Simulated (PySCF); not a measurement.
# CuFH: the cost of one run

Programs: PySCF 2.14.0. All values are calculated, for the isolated system unless a continuum is named. Atoms count from 0, parts from 1.

### 1 Starting point

3 atoms, charge -1, multiplicity 1; geometry: GFN2-xTB. Parts: 1 = atoms 0–1, `[F][Cu]`, charge 0; 2 = atom 2, `[H-]`, charge -1.

### 2 Relaxing the molecule at PBE0-D3(BJ)/def2-SVPD

Job settings and geometry (Å):

```
{"job": {"xc": "PBE0", "basis": "def2-SVPD", "d3": "d3bj", "grid": 2, "kind": "geom", "shake": 0.01}, "charge": -1, "multiplicity": 1, "parts": [{"atoms": "0-1", "charge": 0, "multiplicity": 1}, {"atoms": "2-2", "charge": -1, "multiplicity": 1}]}
F      0.784110    -0.108165    -0.018811
Cu    -0.966351     0.226661     0.271586
H     -2.403783     0.488151     0.510613
```

Launch:

```
$ OMP_NUM_THREADS=1 python cluster_run.py task.json out
```

This one command runs all jobs of the session in turn.

Q: Estimate the wall time and peak memory of this first job on 1 thread of Arm Neoverse V2, shared host.

About 4.8 s, with a peak of 0.31 GiB.
